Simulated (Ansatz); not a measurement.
**One shape, several levels: BH3O3 (boric acid)**

Wanted: a comparison of 6 runs (HF/3-21G, HF/6-31G, B3LYP/6-31G*, PBE0/def2-SVP, B3LYP/cc-pVTZ, CCSD(T)/6-31G*) of BH3O3 (boric acid). 

The calculation is run with Ansatz 0.2.0.

9 further runs of the same task are left out: 2 for a known fault of the program, 3 that didn't finish, 4 set aside as unsound or not needed.

## (1) The molecule

BH3O3: 7 atoms, total charge 0, spin state singlet. SMILES: `OB(O)O`. The coordinates come from a PBE0-D4/def2-TZVP relaxation.

Bond lengths: O1–B2 1.366 Å, B2–O3 1.366 Å, B2–O4 1.366 Å, O1–H5 0.960 Å, O3–H6 0.960 Å, O4–H7 0.959 Å. Angles: O1–B2–O3 120.0°, O1–B2–O4 120.0°, O3–B2–O4 120.0°, B2–O1–H5 112.2°, B2–O3–H6 112.2°, B2–O4–H7 112.2°.

## (2) Energy and forces at HF/3-21G (run 1)

The input, job.yaml:

```yaml
crystal:
  periodic: [false, false, false]
  atoms:
    - {symbol: O, position_ang: [-1.329950, -0.251650, 0.184550]}
    - {symbol: B, position_ang: [-0.000000, 0.000000, -0.000010]}
    - {symbol: O, position_ang: [0.430260, 1.279290, -0.210830]}
    - {symbol: O, position_ang: [0.899670, -1.027640, 0.026210]}
    - {symbol: H, position_ang: [-1.506600, -1.184610, 0.322580]}
    - {symbol: H, position_ang: [-0.292710, 1.910130, -0.207270]}
    - {symbol: H, position_ang: [1.799320, -0.725540, -0.115220]}
basis:
  gaussian:
    orbitals: 3-21G.json
hamiltonian:
  xc: hf
accuracy: high
output:
  forces: true
  orbitals: {seedname: orbitals}
```

The basis set 3-21G is read from a file made from the Basis Set Exchange's data (not shown).

Command:

```sh
$ ansatz run job.yaml --threads 1 --pin off --max-ram 2610MiB --events-out events.jsonl --progress --plain --runs-dir runs
```

What it wrote:

```text
Warning: RAYON_NUM_THREADS=1 ignored (pool sized by the plan → 1); use --threads N
Functional definition: HF
  name "HF"
  exchange = exact_x
  correlation = 0
895 factors; integrals over basis functions are off by at most 8.1e-9 eV
mean field evaluation 1: about -6794.5005 eV, gradient 4.1e1 eV
mean field evaluation 2: about -6794.5039 eV, gradient 4.1e1 eV
mean field evaluation 4: about -6797.5763 eV, gradient 1.9e0 eV
mean field evaluation 8: about -6797.5893 eV, gradient 2.9e-4 eV
mean field -6797.58927726 eV, -249.8067983679 hartree, gradient 3.2e-8 eV, S^2 0.000000; 0 other end points of the search recorded, 0 dependent functions left out
the calculation of the forces begins
reference -6797.58927726 eV, -249.8067983679 hartree; 16, 16 occupied and 26, 26 virtual orbitals, 895 factors
Total energy: -6797.58927726 eV, -249.8067983679 hartree
Atom 0 at    -1.329950    -0.251650     0.184550 Å, force    -0.275315    -0.196176     0.056537 eV/Å
Atom 1 at    -0.000000     0.000000    -0.000010 Å, force    -0.000231     0.000211    -0.000333 eV/Å
Atom 2 at     0.430260     1.279290    -0.210830 Å, force    -0.035418     0.338476    -0.038466 eV/Å
Atom 3 at     0.899670    -1.027640     0.026210 Å, force     0.310479    -0.143061    -0.017465 eV/Å
Atom 4 at    -1.506600    -1.184610     0.322580 Å, force    -0.460890    -0.235219     0.082585 eV/Å
Atom 5 at    -0.292710     1.910130    -0.207270 Å, force     0.020416     0.519345    -0.067899 eV/Å
Atom 6 at     1.799320    -0.725540    -0.115220 Å, force     0.440959    -0.283575    -0.014958 eV/Å
Dipole moment:     0.000028    -0.000004     0.000085 e Å
```

Run time: 0.24 s. Hardware: 1 thread of AMD EPYC 9R45 (Zen 5), shared host.

## (3) Energy and forces at HF/6-31G (run 2)

The input, input.yaml:

```yaml
crystal:
  periodic: [false, false, false]
  atoms:
    - symbol: O
      position_ang: [-1.329950, -0.251650, 0.184550]
    - symbol: B
      position_ang: [-0.000000, 0.000000, -0.000010]
    - symbol: O
      position_ang: [0.430260, 1.279290, -0.210830]
    - symbol: O
      position_ang: [0.899670, -1.027640, 0.026210]
    - symbol: H
      position_ang: [-1.506600, -1.184610, 0.322580]
    - symbol: H
      position_ang: [-0.292710, 1.910130, -0.207270]
    - symbol: H
      position_ang: [1.799320, -0.725540, -0.115220]
basis:
  gaussian:
    orbitals: 6-31G
hamiltonian:
  xc: hf
accuracy: high
output: {forces: true, orbitals: {seedname: orbitals}}
```

Command:

```sh
$ ansatz run input.yaml --threads 1 --pin off --max-ram 2610MiB --events-out events.jsonl --progress --plain --runs-dir runs
```

What it wrote (excerpt; [...] marks lines left out):

```text
Warning: RAYON_NUM_THREADS=1 ignored (pool sized by the plan → 1); use --threads N
Functional definition: HF
  name "HF"
[...]
967 factors; integrals over basis functions are off by at most 3.3e-9 eV
[...]
mean field -6832.21287360 eV, -251.0791920644 hartree, gradient 1.7e-8 eV, S^2 0.000000; 0 other end points of the search recorded, 0 dependent functions left out
[...]
reference -6832.21287360 eV, -251.0791920644 hartree; 16, 16 occupied and 26, 26 virtual orbitals, 967 factors
Total energy: -6832.21287360 eV, -251.0791920644 hartree
Atom 0 at    -1.329950    -0.251650     0.184550 Å, force     0.054787    -0.980162     0.117546 eV/Å
Atom 1 at    -0.000000     0.000000    -0.000010 Å, force    -0.000204     0.000196    -0.000348 eV/Å
Atom 2 at     0.430260     1.279290    -0.210830 Å, force    -0.876313     0.454667     0.043564 eV/Å
Atom 3 at     0.899670    -1.027640     0.026210 Å, force     0.821308     0.524769    -0.160340 eV/Å
Atom 4 at    -1.506600    -1.184610     0.322580 Å, force    -0.455040     0.516582    -0.012966 eV/Å
Atom 5 at    -0.292710     1.910130    -0.207270 Å, force     0.669578     0.129045    -0.093317 eV/Å
Atom 6 at     1.799320    -0.725540    -0.115220 Å, force    -0.214116    -0.645097     0.105862 eV/Å
Dipole moment:     0.000029    -0.000005     0.000088 e Å
```

Run time: 0.46 s. Hardware: 1 thread of AMD EPYC 9R45 (Zen 5), shared host.

Run 3 isn't shown in full; the table further down has it.

## (4) Energy and forces at PBE0/def2-SVP (run 4)

The input, run.yaml:

```yaml
basis:
  gaussian: {orbitals: def2-SVP}
crystal:
  periodic: [false, false, false]
  atoms:
    - symbol: O
      position_ang: [-1.329950, -0.251650, 0.184550]
    - symbol: B
      position_ang: [-0.000000, 0.000000, -0.000010]
    - symbol: O
      position_ang: [0.430260, 1.279290, -0.210830]
    - symbol: O
      position_ang: [0.899670, -1.027640, 0.026210]
    - symbol: H
      position_ang: [-1.506600, -1.184610, 0.322580]
    - symbol: H
      position_ang: [-0.292710, 1.910130, -0.207270]
    - symbol: H
      position_ang: [1.799320, -0.725540, -0.115220]
total_charge: 0
hamiltonian: {xc: {name: PBE0}}
accuracy: high
output: {forces: true, orbitals: {seedname: orbitals}}
```

Command:

```sh
$ ansatz run run.yaml --threads 1 --pin off --max-ram 2610MiB --events-out events.jsonl --progress --plain --runs-dir runs
```

What it wrote (excerpt; [...] marks lines left out):

```text
Warning: RAYON_NUM_THREADS=1 ignored (pool sized by the plan → 1); use --threads N
Functional definition: PBE0
  name "PBE0"
[...]
1591 factors; integrals over basis functions are off by at most 3.3e-9 eV
[...]
mean field -6858.09388496 eV, -252.0303016892 hartree, gradient 1.7e-8 eV, S^2 0.000000; 0 other end points of the search recorded, 0 dependent functions left out
[...]
reference -6858.09388705 eV, -252.0303017659 hartree; 16, 16 occupied and 55, 55 virtual orbitals, 1591 factors
Total energy: -6858.09388705 eV, -252.0303017659 hartree
Atom 0 at    -1.329950    -0.251650     0.184550 Å, force     0.087175     0.166648    -0.030941 eV/Å
Atom 1 at    -0.000000     0.000000    -0.000010 Å, force    -0.000220     0.000178    -0.000215 eV/Å
Atom 2 at     0.430260     1.279290    -0.210830 Å, force     0.102478    -0.160993     0.008631 eV/Å
Atom 3 at     0.899670    -1.027640     0.026210 Å, force    -0.189951    -0.006404     0.022744 eV/Å
Atom 4 at    -1.506600    -1.184610     0.322580 Å, force     0.018956    -0.117659     0.012634 eV/Å
Atom 5 at    -0.292710     1.910130    -0.207270 Å, force    -0.111610     0.044081     0.007240 eV/Å
Atom 6 at     1.799320    -0.725540    -0.115220 Å, force     0.093172     0.074149    -0.020093 eV/Å
Dipole moment:     0.000022    -0.000006     0.000063 e Å
```

It took 1.8 s on 1 thread of AMD EPYC 9R45 (Zen 5), shared host.

Run 5 isn't shown in full; the table further down has it.

## (5) Energy and gradient at CCSD(T)/6-31G(d) (spherical functions) (run 6)

The input, molecule.yaml:

```yaml
crystal:
  periodic: [false, false, false]
  atoms:
    - {symbol: O, position_ang: [-1.329950, -0.251650, 0.184550]}
    - {symbol: B, position_ang: [-0.000000, 0.000000, -0.000010]}
    - {symbol: O, position_ang: [0.430260, 1.279290, -0.210830]}
    - {symbol: O, position_ang: [0.899670, -1.027640, 0.026210]}
    - {symbol: H, position_ang: [-1.506600, -1.184610, 0.322580]}
    - {symbol: H, position_ang: [-0.292710, 1.910130, -0.207270]}
    - {symbol: H, position_ang: [1.799320, -0.725540, -0.115220]}
basis:
  gaussian: {orbitals: 6-31G_st_-spherical.json}
correlation: {method: ccsd_t, frozen_orbitals: {B: 1, H: 0, O: 1}}
accuracy: high
scf: {omitted_lower_state_checks: [cluster_reference, increment]}
output: {forces: true, orbitals: {seedname: orbitals}}
```

The basis set 6-31G* is read from a file made from the Basis Set Exchange's data (not shown).

Command:

```sh
$ ansatz run molecule.yaml --threads 1 --pin off --max-ram 2610MiB --events-out events.jsonl --progress --plain --runs-dir runs
```

What it wrote (excerpt; [...] marks lines left out):

```text
Warning: RAYON_NUM_THREADS=1 ignored (pool sized by the plan → 1); use --threads N
Functional definition: HF
  name "HF"
[...]
1397 factors; integrals over basis functions are off by at most 3.1e-9 eV
[...]
mean field -6834.90661620 eV, -251.1781852792 hartree, gradient 1.7e-8 eV, S^2 0.000000; 0 other end points of the search recorded, 0 dependent functions left out
4 core orbitals not correlated: weight in the atoms' cores, before any rotation towards them, 1.000 or more for the frozen orbitals, at most 0.000 for the correlated occupied ones
reference -6834.90661620 eV, -251.1781852792 hartree; 12, 12 occupied and 46, 46 virtual orbitals, 1397 factors
second order -16.36502065 eV of doubles, -0.00000000 eV of singles
cycle   1  -16.46078834 eV  change   -9.6e-2 eV  update   8.3e-2
[...]
cycle  20  -16.87313006 eV  change  -2.3e-10 eV  update  5.3e-10
perturbative correction -0.31519928 eV, -0.0115833597 hartree
[...]
Total energy: -6852.09494554 eV, -251.8098447317 hartree
Atom 0 at    -1.329950    -0.251650     0.184550 Å, force    -0.447416     0.541429    -0.016810 eV/Å
Atom 1 at    -0.000000     0.000000    -0.000010 Å, force    -0.000210     0.000200    -0.000198 eV/Å
Atom 2 at     0.430260     1.279290    -0.210830 Å, force     0.688192     0.109383    -0.092809 eV/Å
Atom 3 at     0.899670    -1.027640     0.026210 Å, force    -0.241083    -0.651578     0.109967 eV/Å
Atom 4 at    -1.506600    -1.184610     0.322580 Å, force    -0.030913    -0.577003     0.076326 eV/Å
Atom 5 at    -0.292710     1.910130    -0.207270 Å, force    -0.485666     0.322573     0.015119 eV/Å
Atom 6 at     1.799320    -0.725540    -0.115220 Å, force     0.517096     0.254996    -0.091595 eV/Å
Dipole moment:     0.000024    -0.000006     0.000067 e Å
Checks for a lower state left out: cluster_reference, increment
```

It took 6.6 s on 1 thread of AMD EPYC 9R45 (Zen 5), shared host; peak memory 0.37 GiB.

## (6) Overview of the runs

```tsv
run	level	Cartesian functions	frozen core orbitals	energy (Eh)	dipole moment (D)	HOMO energy (eV)	LUMO energy (eV)	wall time
1	HF/3-21G	no	–	-249.806798	0.00	-13.30	6.78	0.24 s
2	HF/6-31G	no	–	-251.079192	0.00	-13.83	5.47	0.46 s
3	B3LYP/6-31G* (Cartesian functions)	yes	–	-252.474799	0.00	-8.48	1.73	1.7 s
4	PBE0/def2-SVP	no	–	-252.030302	0.00	-8.98	1.55	1.8 s
5	B3LYP/cc-pVTZ	no	–	-252.604666	0.00	-8.95	0.58	6.9 s
6	CCSD(T)/6-31G* (spherical functions)	no	4	-251.809845	0.00	-13.58	5.80	6.6 s
```

## (7) Outcome

| quantity | value |
| --- | --- |
| run 6: total energy | -251.80984 Eh |
| run 6: dipole moment (correlated density) | 0.00 D |
| run 6: HOMO energy (Hartree–Fock orbitals) | -13.58 eV |
| run 6: LUMO energy (Hartree–Fock orbitals) | 5.80 eV |
| run 6: HOMO–LUMO gap (Hartree–Fock orbitals) | 19.38 eV |
| run 6: correlation energy (4 core orbitals frozen) | -631.7 mEh |
| run 6: (T) correction | -11.58 mEh |
| run 6: T1 diagnostic | 0.012 |
| run 6: largest force on an atom | 0.703 eV/Å |

Over runs 1, 2, 3, 4, 5 the HOMO–LUMO gap runs from 9.52 eV (B3LYP/cc-pVTZ) to 20.08 eV (HF/3-21G). The two ends differ in method and basis. Totals of different functionals can't be ranked against each other. All runs together took 18 s, the longest 6.9 s.
